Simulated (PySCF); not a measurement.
# SnCl2: geometry, NMR shifts and electronic excitations

Aim: predict the NMR shifts and electronic excitations of SnCl2 (`[Cl][Sn][Cl]`).

Programs: PySCF 2.14.0, with density-fitted response routines of our own. Each step states its level of theory. These are calculated values for one molecule in the gas phase, unless marked as measured. Atoms count from 0, in the outputs and in this text.

**1. Starting geometry**

3 atoms, charge 0, multiplicity 1; geometry from: GFN2-xTB.

Bonds of the start (Å): Sn0–Cl1 2.38, Sn0–Cl2 2.38.

**2. Relaxing the molecule at PBE0-D3(BJ)/def2-SVP**

The job: settings as JSON, then the geometry in Å.

```
{"job": {"xc": "PBE0", "basis": "def2-SVP", "d3": "d3bj", "grid": 1, "maxiter": 40, "kind": "geom"}, "charge": 0, "multiplicity": 1}
Sn     0.004910    -0.007160    -1.023740
Cl     1.812600    -0.019020     0.521020
Cl    -1.817510     0.026180     0.502720
```

**Question.** This job is followed by: GIAO PBE0/pcSseg-1 Sn:def2-TZVP NMR shielding, non-relativistic, gas phase; TDDFT CAM-B3LYP/def2-SVPD, vertical, gas phase, core orbitals frozen in the response; GIAO wB97X-D/pcSseg-1 Sn:def2-TZVP NMR shielding, non-relativistic, gas phase. Predict these results of the whole session: point group; rotational constants (main isotopes); 35Cl shifts against HCl (PBE0/def2-TZVP+pcSseg-1, means over atoms taken as alike); lowest singlet (CAM-B3LYP/def2-SVPD); brightest single state of those computed; lowest triplet; range of the shift of Cl1.

The runs gave:

```
                                                                          quantity                        value
                                                                       point group                          C2v
                                              rotational constants (main isotopes)         4.63, 2.25, 1.51 GHz
35Cl shifts against HCl (PBE0/def2-TZVP+pcSseg-1, means over atoms taken as alike)                      455 ppm
                                              lowest singlet (CAM-B3LYP/def2-SVPD)  3.89 eV (319 nm), f = 0.029
                                          brightest single state of those computed  state 8, 6.45 eV, f = 0.268
                                                                    lowest triplet                      2.90 eV
                                                         range of the shift of Cl1               439 to 455 ppm
```

**Reading.** With PBE0/def2-SVP, its start was all but relaxed already: 22 steps gained 1.8 meV. The first singlet state (HOMO→LUMO 0.99) lies at 3.89 eV and is weak; of the 10 states computed, the strongest absorption comes from state 8 at 6.45 eV. The lowest triplet lies 0.99 eV below the lowest singlet (triplets in Tamm-Dancoff, singlets in full TDDFT). Spin-orbit coupling, left out, mixes singlets and triplets in elements this heavy. The shift of Cl1 (with its like atoms) runs from 439 (wB97X-D/def2-TZVP+pcSseg-1) to 455 ppm (PBE0/def2-TZVP+pcSseg-1). Spin-orbit coupling is left out, which matters for shieldings and couplings at and beside the heavy atoms.
